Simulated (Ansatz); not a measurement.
# CH5AlClN: the cost of one run

Method: RKS BHLYP-D4/def2-SVPD, in Ansatz 0.2.0.

## Step 1: The system as given

Bond lengths: N1–C2 1.408 Å, C2–Al3 1.988 Å, Al3–Cl4 2.133 Å, N1–H5 1.078 Å, N1–H6 1.101 Å, C2–H7 1.088 Å, C2–H8 1.150 Å, Al3–H9 1.665 Å. Angles: N1–C2–Al3 109.7°, N1–C2–H7 112.5°, N1–C2–H8 106.9°, Al3–C2–H7 109.4°, Al3–C2–H8 109.3°, H7–C2–H8 109.0°, C2–N1–H5 109.3°, C2–N1–H6 109.2°, H5–N1–H6 101.1°, C2–Al3–Cl4 121.4°, C2–Al3–H9 119.4°, Cl4–Al3–H9 119.1°.

Coordinates:

```xyz
9

N     0.0740    1.3351   -0.4528
C     0.2910   -0.0500   -0.5855
Al   -0.0269   -0.9500    1.1587
Cl   -1.4241   -2.5505    1.3454
H     0.2767    1.8198   -1.3942
H    -1.0060    1.5233   -0.3458
H    -0.3446   -0.5010   -1.3453
H     1.3917   -0.1875   -0.8892
H     0.8567   -0.4855    2.4917
```

## Step 2: Relaxing end A

The input, input.yaml:

```yaml
crystal:
  periodic: [false, false, false]
  atoms:
    - { symbol: "N", position_ang: [0.074, 1.3351, -0.4528] }
    - { symbol: C, position_ang: [0.291, -0.05, -0.5855] }
    - { symbol: Al, position_ang: [-0.0269, -0.95, 1.1587] }
    - { symbol: Cl, position_ang: [-1.4241, -2.5505, 1.3454] }
    - { symbol: H, position_ang: [0.2767, 1.8198, -1.3942] }
    - { symbol: H, position_ang: [-1.006, 1.5233, -0.3458] }
    - { symbol: H, position_ang: [-0.3446, -0.501, -1.3453] }
    - { symbol: H, position_ang: [1.3917, -0.1875, -0.8892] }
    - { symbol: H, position_ang: [0.8567, -0.4855, 2.4917] }
basis:
  gaussian: { orbitals: def2-SVPD }
hamiltonian:
  xc: { name: BHLYP }
  dispersion: d4
relax:
  f_tol: 0.015
  max_steps: 40
```

Run with:

```sh
$ ansatz run input.yaml --threads 2 --pin off --max-ram 3072MiB --backend cpu --events-out ev --progress --plain --runs-dir out
```

Q: Estimate wall time and peak memory on 2 threads of Arm Neoverse N1, shared host.

About 2.6 min, with a peak of 0.31 GiB.
